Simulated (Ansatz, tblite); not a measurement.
# Ge(iPr)2Cl2 (C6H14Cl2Ge): charged states by level of theory

What does removing an electron cost or gain for Ge(iPr)2Cl2 (C6H14Cl2Ge)? Each charged state is run at several levels.

The runs use Ansatz 0.2.0, Gaussian basis; as each input shows.

The runs, in order: charge +1 doublet, at the geometry of the singlet (PBE0-D4/def2-TZVP, PBE-D4/def2-TZVP, B3LYP-D4/def2-TZVP); the starting singlet's energies come from earlier runs.

2 further runs of the same task are left out: 2 set aside as unsound or not needed. Runs told in other sessions of the task aren't counted.

## Step 1: The geometry

The singlet was relaxed beforehand with PBE-D4/def2-SVP.

23 atoms, charge 0, spin multiplicity 1.

Atoms are counted from 1 here; the program's logs count them from 0.

Bond lengths: Ge1–C2 1.978 Å, Ge1–C12 1.978 Å, Ge1–Cl22 2.197 Å, Ge1–Cl23 2.198 Å, C2–C3 1.534 Å, C2–C4 1.531 Å, C2–H5 1.113 Å, C3–H6 1.110 Å, C3–H7 1.110 Å, C3–H8 1.111 Å, C4–H9 1.111 Å, C4–H10 1.108 Å, C4–H11 1.110 Å, C12–C13 1.534 Å, C12–C14 1.531 Å, C12–H15 1.113 Å, C13–H16 1.110 Å, C13–H17 1.110 Å and more. Angles: C2–Ge1–C12 119.0°, C2–Ge1–Cl22 108.0°, C2–Ge1–Cl23 107.0°, C12–Ge1–Cl22 107.0°, C12–Ge1–Cl23 108.0°, Cl22–Ge1–Cl23 107.3°, Ge1–C2–C3 109.2°, Ge1–C2–C4 110.8°, Ge1–C2–H5 104.0°, C3–C2–C4 113.3°, C3–C2–H5 109.7°, C4–C2–H5 109.5°, C2–C3–H6 112.5°, C2–C3–H7 111.1°, C2–C3–H8 110.5°, H6–C3–H7 107.8°, H6–C3–H8 107.3°, H7–C3–H8 107.4° and more.

## Step 2: Charge +1 doublet at the fixed geometry, PBE0-D4/def2-TZVP

The input, in.yaml:

```yaml
crystal:
  periodic: [false, false, false]
  atoms:
    - {symbol: Ge, position_ang: [-0.664529, -0.037494, -0.464040]}
    - {symbol: C, position_ang: [-0.820824, 0.211646, 1.492478]}
    - {symbol: C, position_ang: [-0.084075, -0.929031, 2.206937]}
    - {symbol: C, position_ang: [-2.289381, 0.337403, 1.907984]}
    - {symbol: H, position_ang: [-0.296980, 1.174908, 1.683950]}
    - {symbol: H, position_ang: [0.991853, -0.972818, 1.938258]}
    - {symbol: H, position_ang: [-0.534734, -1.912948, 1.960515]}
    - {symbol: H, position_ang: [-0.144966, -0.802366, 3.308824]}
    - {symbol: H, position_ang: [-2.371691, 0.510685, 3.001902]}
    - {symbol: H, position_ang: [-2.789975, 1.178329, 1.388009]}
    - {symbol: H, position_ang: [-2.850530, -0.589346, 1.668374]}
    - {symbol: C, position_ang: [1.135599, -0.190735, -1.270433]}
    - {symbol: C, position_ang: [1.966423, 1.043185, -0.895316]}
    - {symbol: C, position_ang: [1.036019, -0.417112, -2.781217]}
    - {symbol: H, position_ang: [1.568127, -1.095337, -0.787290]}
    - {symbol: H, position_ang: [2.072522, 1.165624, 0.202541]}
    - {symbol: H, position_ang: [1.508100, 1.971021, -1.296098]}
    - {symbol: H, position_ang: [2.990000, 0.967236, -1.320093]}
    - {symbol: H, position_ang: [2.046786, -0.542232, -3.224215]}
    - {symbol: H, position_ang: [0.441373, -1.321065, -3.020061]}
    - {symbol: H, position_ang: [0.551829, 0.446930, -3.281134]}
    - {symbol: Cl, position_ang: [-1.665524, 1.654823, -1.445162]}
    - {symbol: Cl, position_ang: [-1.795431, -1.851308, -0.974724]}
basis:
  gaussian: {orbitals: def2-TZVP}
total_charge: 1
magnetization: {spin_polarized: true, initial_magnetization: 1}
hamiltonian: {xc: pbe0, dispersion: d4}
scf: {omitted_lower_state_checks: [starts]}
output: {orbitals: {seedname: orbitals}}
```

On the command line:

```console
ansatz run in.yaml --threads 4 --pin off --events-out ev --progress --plain --max-ram 6963MiB
```

The log of the run:

```text
Functional definition: PBE0
  name "PBE0"
  cite "Adamo & Barone, J. Chem. Phys. 110, 6158 (1999) doi:10.1063/1.478522"
  cite "Perdew, Burke & Ernzerhof, Phys. Rev. Lett. 77, 3865 (1996) doi:10.1103/PhysRevLett.77.3865"
  parent pbe
  parameter a = 0.25
  parameter kappa = 0.804
  parameter beta = 0.06672455060314922
  exchange = (1 - a)*pbe_x(kappa = kappa, mu = beta*pi^2/3) + a*exact_x
  correlation = pbe_c(beta = beta)
these checks for a lower state are left out or cut short: starts
2633 factors; their error is unknown
the host lacks memory for fits, so the integrals are decomposed
2635 factors; integrals over basis functions are off by at most 1.3e-3 eV
mean field evaluation 1: about -87960.5305 eV, gradient 7.4e1 eV
mean field evaluation 2: about -87907.7317 eV, gradient 1.2e2 eV
mean field evaluation 4: about -87985.5243 eV, gradient 2.0e1 eV
mean field evaluation 8: about -87987.8954 eV, gradient 3.1e-1 eV
mean field evaluation 16: about -87987.9835 eV, gradient 4.6e-3 eV
mean field -87987.98347260 eV, -3233.4987522207 hartree, gradient 9.4e-6 eV, S^2 0.757554; 0 other end points of the search recorded, 0 dependent functions left out
reference -87987.98351330 eV, -3233.4987537165 hartree; 58, 57 occupied and 334, 335 virtual orbitals, 2635 factors
Total energy: -87988.56415987 eV, -3233.5200920842 hartree
Checks for a lower state left out: starts
```

It took 41 s on 4 threads of Arm Neoverse V1, shared host; peak memory 2.5 GiB.

HOMO -13.00 eV, LUMO -10.88 eV (over both spins); ⟨S²⟩ 0.758 (pure: 0.75).

## Step 3: Charge +1 doublet at the fixed geometry, PBE-D4/def2-TZVP

start.molden holds the orbitals of an earlier run on this state, given as this run's starting guess.

Edit in.yaml of step 2 so:

```diff
@@ -27,6 +27,6 @@
 basis:
-  gaussian: {orbitals: def2-TZVP}
+  gaussian: {orbitals: def2-TZVP, initial_orbitals: start.molden}
 total_charge: 1
 magnetization: {spin_polarized: true, initial_magnetization: 1}
-hamiltonian: {xc: pbe0, dispersion: d4}
+hamiltonian: {xc: pbe, dispersion: d4}
 scf: {omitted_lower_state_checks: [starts]}
```

Launched as before.

The log of the run:

```text
Functional definition: PBE
  name "PBE"
  cite "Perdew, Burke & Ernzerhof, Phys. Rev. Lett. 77, 3865 (1996) doi:10.1103/PhysRevLett.77.3865"
  parent pbe
  parameter kappa = 0.804
  parameter beta = 0.06672455060314922
  exchange = pbe_x(kappa = kappa, mu = beta*pi^2/3)
  correlation = pbe_c(beta = beta)
these checks for a lower state are left out or cut short: starts
2566 factors; their error is unknown
mean field evaluation 1: about -87983.4721 eV, gradient 1.2e1 eV
mean field evaluation 2: about -87983.7135 eV, gradient 3.4e-1 eV
mean field evaluation 4: about -87983.6322 eV, gradient 2.0e-2 eV
mean field evaluation 8: about -87983.6322 eV, gradient 1.0e-5 eV
mean field -87983.63223371 eV, -3233.3388471408 hartree, gradient 2.0e-5 eV, S^2 0.752009; 0 other end points of the search recorded, 0 dependent functions left out
reference -87983.63228852 eV, -3233.3388491553 hartree; 58, 57 occupied and 334, 335 virtual orbitals, 2566 factors
Total energy: -87984.29964422 eV, -3233.3633740248 hartree
Checks for a lower state left out: starts
```

It took 21 s on 4 threads of Arm Neoverse V1, shared host; peak memory 1.1 GiB.

HOMO -11.64 eV, LUMO -11.20 eV (over both spins); ⟨S²⟩ 0.752 (pure: 0.75).

## Step 4: Charge +1 doublet at the fixed geometry, B3LYP-D4/def2-TZVP

Edit in.yaml of step 3 so:

```diff
@@ -30,3 +30,3 @@
 magnetization: {spin_polarized: true, initial_magnetization: 1}
-hamiltonian: {xc: pbe, dispersion: d4}
+hamiltonian: {xc: {name: B3LYP}, dispersion: d4}
 scf: {omitted_lower_state_checks: [starts]}
```

Same command.

The log of the run, shortened:

```text
Functional definition: B3LYP
  name "B3LYP"
  cite "Stephens, Devlin, Chabalowski & Frisch, J. Phys. Chem. 98, 11623 (1994) doi:10.1021/j100096a001"
  cite "Becke, Phys. Rev. A 38, 3098 (1988) doi:10.1103/PhysRevA.38.3098"
  cite "Lee, Yang & Parr, Phys. Rev. B 37, 785 (1988) doi:10.1103/PhysRevB.37.785"
  cite "Vosko, Wilk & Nusair, Can. J. Phys. 58, 1200 (1980) doi:10.1139/p80-159"
[...]
2611 factors; their error is unknown
the host lacks memory for fits, so the integrals are decomposed
2635 factors; integrals over basis functions are off by at most 1.3e-3 eV
[...]
mean field -88013.59513276 eV, -3234.4399633715 hartree, gradient 2.5e-5 eV, S^2 0.755851; 0 other end points of the search recorded, 0 dependent functions left out
reference -88013.59550183 eV, -3234.4399769346 hartree; 58, 57 occupied and 334, 335 virtual orbitals, 2635 factors
Total energy: -88014.65746752 eV, -3234.4790034536 hartree
Checks for a lower state left out: starts
```

Wall time 35 s (4 threads of Arm Neoverse V1, shared host); peak memory 2.5 GiB.

From the report: HOMO -12.76 eV, LUMO -11.01 eV (over both spins); ⟨S²⟩ 0.756 (pure: 0.75).

## Step 5: Vertical ionisation energy

Charged state less starting state, singlet to doublet; the starting state's energies are those of its earlier runs.

```tsv
level	vertical ionisation energy (eV)	time
PBE-D4/def2-TZVP	+8.94	30 s
B3LYP-D4/def2-TZVP	+9.36	54 s
PBE0-D4/def2-TZVP	+9.37	70 s
```

Times add the two runs; a level without a time comes out of a correlated run.

Beside −ε(HOMO) of the starting state:

```tsv
level	−ε(HOMO) (eV)	by difference (eV)	mismatch (eV)
PBE-D4/def2-TZVP	6.58	8.94	-2.36
B3LYP-D4/def2-TZVP	7.57	9.36	-1.79
PBE0-D4/def2-TZVP	7.77	9.37	-1.59
```

## Step 6: Results

```
                                            quantity                               value
vertical ionisation energy, functionals in def2-TZVP  8.94 (PBE-D4) to 9.37 eV (PBE0-D4)
```

What this shows: The vertical ionisation energy spans 8.94 to 9.37 eV over the functionals. −ε(HOMO) misses the level's own difference by -1.59 eV at best (PBE0-D4) and -2.36 eV at worst (PBE-D4).
